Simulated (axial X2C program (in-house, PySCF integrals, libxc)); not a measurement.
**MoN: properties at the nuclei**

Aim: properties at the nuclei of MoN, with spin–orbit coupling in the Hamiltonian from the start.

The runs use an in-house X2C program for linear molecules on PySCF integrals; two-component X2C with atomic mean-field terms, Mo dyall-cv3z, N dyall-av3z.

All values are calculated.

## (1) The job

The input, task.json:

```json
{"zs": [42, 7], "q": 0, "bas": ["dyall-cv3z", "dyall-av3z"], "r0": 1.81, "levels": ["PBE0", "HF", "LDA", "PBE50", "r2SCAN"], "nst": 3}
```

Keys: zs atomic numbers; q charge; bas basis sets; r0 starting distance in Å; levels methods (HF also brings MP2); nst determinants followed.

Launch:

```console
> python soeom.py task.json out
```

The runs that follow: Expectation values, lowest determinant; Expectation values, a higher determinant; Expectation values, a higher determinant.

What does the calculation give? Wanted: lowest determinant; Eeff magnitude; Ws magnitude Mo; A∥/gI Mo; qzz Mo; higher determinant (for each run or level that gives them).

**Answer**, as computed:

```
                                        quantity                                                        value
                              lowest determinant   Ω = 3/2 (excess of +ω over −ω: ω = 1/2, ω = -3/2, ω = 5/2)
                    Eeff magnitude (GV/cm), PBE0                                                         3.25
                     Ws magnitude Mo (kHz), PBE0                                                         1.04
                            A∥/gI Mo (MHz), PBE0                                                         1280
                             qzz Mo (a.u.), PBE0                                                        -0.09
                              higher determinant  Ω = 1/2 (excess of +ω over −ω: ω = -1/2, ω = -3/2, ω = 5/2)
Eeff magnitude (GV/cm), PBE0, higher determinant                                                         2.02
 Ws magnitude Mo (kHz), PBE0, higher determinant                                                         1.97
        A∥/gI Mo (MHz), PBE0, higher determinant                                                        -5850
         qzz Mo (a.u.), PBE0, higher determinant                                                        -0.21
                              higher determinant                      Ω = 1/2 (excess of +ω over −ω: ω = 1/2)
Eeff magnitude (GV/cm), PBE0, higher determinant                                                         2.53
 Ws magnitude Mo (kHz), PBE0, higher determinant                                                         2.45
        A∥/gI Mo (MHz), PBE0, higher determinant                                                         5030
         qzz Mo (a.u.), PBE0, higher determinant                                                        -0.17
```

What this shows: In the first state, the effective field runs from 2.84 to 6.44 GV/cm over the mean-field levels, so the levels don't agree on it. The expectation values come from single determinants, which for open shells can mix terms of unlike spin or miss the lowest Ω, so a determinant need not be a state. Eeff is the effective electric field on the electron dipole moment in this Ω state and Ws the scalar–pseudoscalar constant (defined with the proton number Z and per Ω); A∥ is the parallel hyperfine constant, which follows by multiplying with the nuclear g factor gI = μI/(I μN); qzz is the electric field gradient, eQq0 = 234.96 MHz × Q/barn × qzz; μ is positive if N is the positive end. The operators were transformed with the bare-nucleus X2C matrices.
